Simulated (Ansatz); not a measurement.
# H6C2O: the cost of one run

Method: DFT PBE, plane waves, PAW, scalar-relativistic, no spin polarisation, in Ansatz 0.2.0.

## (1) The structure to begin with

The cell holds 36 atoms (C8H24O4): a = 7.294 Å, b = 7.294 Å, c = 7.294 Å, α = 90.00°, β = 90.00°, γ = 90.00°.

The coordinates stand in the first input below.

## (2) Relaxing the start

File input.yaml:

```yaml
accuracy: low
crystal:
  lattice:
    - [7.293633, 0.0, 0.0]
    - [0.0, 7.293633, 0.0]
    - [0.0, 0.0, 7.293633]
  atoms:
    - { symbol: C, position: [0.4810122, 0.0213383, 0.897137] }
    - { symbol: C, position: [0.5952731, 0.1514905, 1.0110499] }
    - { symbol: O, position: [0.746188, 0.0489308, 1.0815948] }
    - { symbol: H, position: [0.8204289, 0.1315652, 1.155047] }
    - { symbol: H, position: [0.6432178, 0.2663964, 0.9261149] }
    - { symbol: H, position: [0.5122925, 0.2091013, 1.1229034] }
    - { symbol: H, position: [0.3624291, 0.0921334, 0.8388545] }
    - { symbol: H, position: [0.5633576, -0.0348208, 0.7854617] }
    - { symbol: H, position: [0.4325875, -0.0920479, 0.9820168] }
    - { symbol: C, position: [0.8162683, 0.679527, 0.3456627] }
    - { symbol: C, position: [0.6500101, 0.7717135, 0.4283134] }
    - { symbol: O, position: [0.5069531, 0.6383832, 0.4336143] }
    - { symbol: H, position: [0.3994658, 0.6964859, 0.4865854] }
    - { symbol: H, position: [0.6819904, 0.821963, 0.5667629] }
    - { symbol: H, position: [0.609774, 0.8906272, 0.3449073] }
    - { symbol: H, position: [0.9314077, 0.7751915, 0.3377918] }
    - { symbol: H, position: [0.8566817, 0.5621752, 0.4293364] }
    - { symbol: H, position: [0.7845509, 0.630758, 0.2077441] }
    - { symbol: C, position: [0.261432, 0.2332246, 0.4037288] }
    - { symbol: C, position: [0.1577025, 0.3061826, 0.2397513] }
    - { symbol: O, position: [0.1864362, 0.4996278, 0.2348822] }
    - { symbol: H, position: [0.1202047, 0.5477155, 0.1298282] }
    - { symbol: H, position: [0.2078776, 0.24106, 0.1134283] }
    - { symbol: H, position: [0.0110581, 0.2737953, 0.2524979] }
    - { symbol: H, position: [0.2447675, 0.0846866, 0.4151083] }
    - { symbol: H, position: [0.4071852, 0.2645251, 0.3902291] }
    - { symbol: H, position: [0.2105991, 0.2972216, 0.5291337] }
    - { symbol: C, position: [0.3337106, 0.5250488, 0.8520611] }
    - { symbol: C, position: [0.1560917, 0.6276663, 0.8221868] }
    - { symbol: O, position: [0.0174634, 0.4939817, 0.7878207] }
    - { symbol: H, position: [-0.0972686, 0.5587624, 0.7684458] }
    - { symbol: H, position: [0.1225899, 0.7099594, 0.9439303] }
    - { symbol: H, position: [0.1697801, 0.7222751, 0.705663] }
    - { symbol: H, position: [0.4460634, 0.6204875, 0.8792463] }
    - { symbol: H, position: [0.3201755, 0.4320267, 0.96855] }
    - { symbol: H, position: [0.3673097, 0.4443278, 0.7305654] }
basis:
  ecutwfc: 420.0
kpoints:
  mp_grid: { grid: [1, 1, 1] }
hamiltonian:
  xc: pbe
scf:
  occupations: { method: fermi_dirac, width: 0.02 }
  lower_state_search: "off"
relax:
  f_tol: 0.3
  max_steps: 15
  adjacent_minimum: "off"
output:
  write_density: true
  write_potential: true
  elf: true
  volumetric_format: npy
```

Launch:

```bash
> ansatz run input.yaml --threads 1 --pin off --max-ram 3072MiB --backend cpu --events-out ev --progress --plain --runs-dir out
```

**Question.** How long does this run take on 1 thread of AMD EPYC 9R14 (Zen 4), shared host, and how much memory does it need?

About 5.2 s, with a peak of 0.48 GiB.
